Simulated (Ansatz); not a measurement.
This script makes a check of PAW against all-electron LAPW of NaAg3, space group Pm-3m with Ansatz 0.2.0, Python API.

`naag3.extxyz`
```text
4
Lattice="4.244194 0.0 0.0 0.0 4.244194 0.0 0.0 0.0 4.244194" Properties=species:S:1:pos:R:3 pbc="T T T"
Na    0.00000000    0.00000000    0.00000000
Ag    0.00000000    2.12209700    2.12209700
Ag    2.12209700    0.00000000    2.12209700
Ag    2.12209700    2.12209700    0.00000000
```

The script, `paw_lapw_naag3.py`:
```python
"""PAW against all-electron LAPW for NaAg3."""

import ansatz
import numpy as np


def count_gap(report):
    # lowest empty less highest filled band, counting bands; zero where they overlap
    return max(report.get("gap_by_band_count_ev") or 0.0, 0.0)


def main() -> None:
    system = ansatz.Crystal.from_extxyz("naag3.extxyz")

    job = (
        system.calculation()
        .kpoints(5, 5, 5)
        .occupations("Marzari-Vanderbilt", width=0.1)
        .functional(ansatz.Functional.PBESOL)
        .stress()
        .forces()
        .band_table()
    )
    variants = {
        "PAW": job.pseudopotentials("paw"),
        "LAPW": job.pseudopotentials("all_electron", lapw=True),
    }
    # totals differ by the cores that each treatment holds, so compare what does not depend on them
    rows = []
    for label, variant in variants.items():
        data = variant.run(threads=1).report
        levels = np.array(data["eigenvalues_ev"][0]) - data["fermi_energy_ev"]
        print(label, "levels at the first k-point near E_F:", np.round(levels[np.abs(levels) < 5], 3))
        rows.append((label, data["n_electrons"], np.trace(data["stress_gpa"]) / 3, count_gap(data)))
    lines = [",".join(["treatment", "electrons in bands", "P GPa", "gap by band count eV"])] + [",".join(f"{v:.4f}" if isinstance(v, float) else str(v) for v in row) for row in rows]
    print("\n".join(lines))
    with open("paw_lapw.csv", "w") as handle:
        handle.write("\n".join(lines) + "\n")


if __name__ == "__main__":
    main()
```

How well do the two treatments of the cores agree on the pressure?

PAW gives -3.908 GPa and LAPW -3.920 GPa, 0.012 GPa apart. They took 1.3 and 9.8 s of processor time.

The output:

```console
$ python paw_lapw_naag3.py
DeckWarning: basis.ecutwfc = 420 eV, auto-derived from the records' recommended cutoffs: set by Na (normal level)
PAW levels at the first k-point near E_F: [-3.852 -3.852 -3.852 -3.307 -3.307 -3.    -2.756 -2.756 -2.756  2.15
  2.15   2.15   4.855  4.855]
LAPW levels at the first k-point near E_F: [-3.852 -3.852 -3.852 -3.309 -3.309 -2.999 -2.757 -2.757 -2.757  2.149
  2.149  2.149  4.856  4.856]
treatment,electrons in bands,P GPa,gap by band count eV
PAW,66.0000,-3.9076,0.0000
LAPW,66.0000,-3.9195,0.0000
```
(Warnings from the package without file and line.)

What to keep in mind:
- For a metal this k-point mesh is coarse: on a finer one energies can move by several to tens of meV an atom and pressures by half a GPa or more, differences at one mesh by less.
- A gap by band count of zero or less means overlapping bands, a metal.
- This cell is a computed structure, which may not be the phase found in nature.
- Levels are Kohn-Sham eigenvalues on this mesh, without spin-orbit coupling.
- Pressure is positive in compression; the treatments may keep other shells as core, so totals and counts of electrons can differ.
- The whole script took 16 s on 1 thread of Intel(R) Xeon(R) Processor @ 2.30GHz, with other jobs on the host, peak memory 0.67 GiB.
